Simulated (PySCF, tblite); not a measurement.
**C5H11Cl2FSi: geometry, infrared bands and NMR shifts**

Aim: predict the infrared bands and NMR shifts of C5H11Cl2FSi (`C[SiH2][C@@](F)(Cl)CCCCl`).

Programs: tblite 0.8.0 and PySCF 2.14.0, with density-fitted response routines of our own. Each step states its level of theory. These are calculated values for one molecule in the gas phase, unless marked as measured. Atoms count from 0, in the outputs and in this text.

### 1 The starting structure

20 atoms, charge 0, multiplicity 1; geometry from: force field or distance geometry start.

Bonds of the start (Å): C0–Si1 1.84, Si1–C2 1.88, C2–F3 1.38, C2–Cl4 1.80, C2–C5 1.52, C5–C6 1.54, C6–C7 1.53, C7–Cl8 1.77, C0–H9 1.10, C0–H10 1.10, C0–H11 1.09, Si1–H12 1.49, Si1–H13 1.50, C5–H14 1.09, C5–H15 1.11, C6–H16 1.09, C6–H17 1.09, C7–H18 1.10, C7–H19 1.09.

### 2 Relaxing the molecule with GFN2-xTB

Job settings and geometry (Å):

```
{"job": {"kind": "relax", "xc": "GFN2-xTB", "basis": "xTB"}, "charge": 0, "multiplicity": 1}
C     -3.611200    -0.152100     0.147700
Si    -1.955400    -0.671300     0.747100
C     -0.547800     0.329000     0.008400
F     -0.713000     0.300900    -1.361000
Cl    -0.785100     2.027400     0.543600
C      0.855500    -0.166100     0.327800
C      1.967800     0.638600    -0.378600
C      3.355300     0.007800    -0.231300
Cl     3.905400    -0.029600     1.455800
H     -3.843000     0.883800     0.435300
H     -4.409400    -0.784800     0.567700
H     -3.684600    -0.222900    -0.940000
H     -1.765500    -2.115300     0.438600
H     -1.913500    -0.596900     2.241400
H      0.944800    -1.203600     0.011200
H      1.019700    -0.153300     1.427900
H      1.735500     0.708900    -1.441100
H      1.998800     1.655700     0.010000
H      3.350600    -1.022700    -0.602000
H      4.089900     0.576900    -0.802500
```

Run with:

```console
> OMP_NUM_THREADS=1 python probes_run.py task.json out
```

One launch serves the whole session: the jobs run in the order shown.

**Question.** This job is followed by: GFN2-xTB harmonic vibrations, gas phase; GIAO PBE0/pcSseg-1 NMR shielding, non-relativistic, gas phase. Predict these results of the whole session: strongest single infrared mode (GFN2-xTB); zero-point energy (GFN2-xTB); ¹³C shifts against TMS (PBE0/pcSseg-1); ¹H shifts against TMS (PBE0/pcSseg-1, means over atoms taken as alike); ²⁹Si shifts against TMS (PBE0/pcSseg-1); ¹⁹F shifts against CFCl3 (PBE0/pcSseg-1); ³⁵Cl shifts against HCl (PBE0/pcSseg-1).

As calculated:

```
                                                              quantity                                                     value
                             strongest single infrared mode (GFN2-xTB)                                     2245 cm⁻¹, 334 km/mol
                                          zero-point energy (GFN2-xTB)                                             91.9 kcal/mol
                                ¹³C shifts against TMS (PBE0/pcSseg-1)                         120.7, 51.6, 43.8, 28.1, -9.8 ppm
¹H shifts against TMS (PBE0/pcSseg-1, means over atoms taken as alike)  4.31, 4.19, 4.03, 3.47, 2.51, 2.44, 2.15, 1.84, 0.57 ppm
                               ²⁹Si shifts against TMS (PBE0/pcSseg-1)                                                 -30.8 ppm
                              ¹⁹F shifts against CFCl3 (PBE0/pcSseg-1)                                                -156.1 ppm
                               ³⁵Cl shifts against HCl (PBE0/pcSseg-1)                                               244, 75 ppm
```

Over 61 steps the energy fell by 0.178 eV; of the close pairs, Si1–C2 changed most, 1.878 to 1.940 Å. No mode is imaginary among the 54: a minimum at this level. The strongest single mode, at 2245 cm⁻¹, moves mainly H12. GFN2-xTB is a fitted tight-binding method: band positions and strengths are rough. Its intensities can rank the bands wrongly. At PBE0/pcSseg-1: The largest span, 616 ppm, is at Cl4, where the paramagnetic term is -444 ppm.
